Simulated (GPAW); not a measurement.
**LiBe in GPAW: convergence with basis set**

The system is LiBe.

```
Be Li
1.0
     2.81115    0.00000    0.00000
     0.00000    2.81115    0.00000
     0.00000    0.00000    2.81115
Be Li
1 1
Direct
  0.50000 0.50000 0.50000
  0.00000 0.00000 0.00000
```

The cell comes from a database or a generator and needn't be the stable form of this composition.

* Program: GPAW 26.7.0
* Task: convergence study
* Functional: LDA
* Potentials or basis: the program's PAW data sets (release 1.2.1) made for this functional
* Basis: lcao:sz(dzp)
* Grid spacing: 0.16 Å
* k mesh: 9 × 9 × 9
* Occupations: fermi-dirac, width 0.05 eV
* Spin: no spin polarisation

These are the settings of the first run; the series varies basis set, with any setting tied to it.

Hardware: 1 thread of Arm Neoverse V1 (shared host).

| basis set | energy less the tightest run, at zero smearing (meV/atom) | SCF cycles | CPU time (s) | peak memory (GiB) |
| --- | --- | --- | --- | --- |
| lcao:sz(dzp) | 2916.24 | 7 | 16 | 0.13 |
| lcao:szp(dzp) | 323.23 | 7 | 85 | 0.14 |
| lcao:dz(dzp) | 1941.87 | 7 | 22 | 0.13 |
| lcao:dzp | 251.39 | 7 | 100 | 0.15 |
| fd | 0.22 | 11 | 7.9 | 0.15 |
| pw | 0.00 | 8 | 4.6 | 0.13 |

Against the tightest run, the energy stays within 1 meV/atom from fd on. The tightest run that finished is the yardstick and may itself not be fully converged.
